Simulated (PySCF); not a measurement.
# CH9NSSi2: the cost of one run

Programs: PySCF 2.14.0, with routines of our own; each step states its level. All values are computed. Atoms count from 0.

### Step 1. The starting structure

14 atoms, charge 0, multiplicity 1; geometry from: GFN2-xTB.

### Step 2. Magnetic properties: GIAO B3LYP/pcSseg-1

What the job is given:

```
{"job": {"kind": "mag", "xc": "B3LYP", "basis": "pcSseg-1", "isotopologues": 2}, "charge": 0, "multiplicity": 1}
C     -3.110191    -0.044050     0.234225
S     -1.659688    -0.769826    -0.582380
Si    -0.127534     0.196491     0.560059
N      1.337800    -0.324752    -0.162149
Si     2.959695    -0.007768     0.360197
H     -3.096041    -0.293903     1.290480
H     -3.101357     1.033149     0.100526
H     -3.988993    -0.470639    -0.237376
H     -0.300120     1.643808     0.441530
H     -0.267970    -0.220056     1.956479
H      1.241914    -0.994649    -0.908668
H      3.436456    -1.073642     1.246321
H      2.892741     1.257515     1.083881
H      3.782610     0.067850    -0.845241
```

Level: GIAO B3LYP/pcSseg-1 magnetisability, rotational g tensor and spin-rotation constants, non-relativistic, gas phase.

The run is started by

```bash
$ OMP_NUM_THREADS=1 python excited_run.py task.json out
```

One launch serves the whole session: the jobs run in the order shown.

**Question.** How long does this first job take on 1 thread of Intel Xeon Platinum 8259CL at 2.50GHz, shared host, and how much memory does it need?

About 30 s, with a peak of 0.73 GiB.
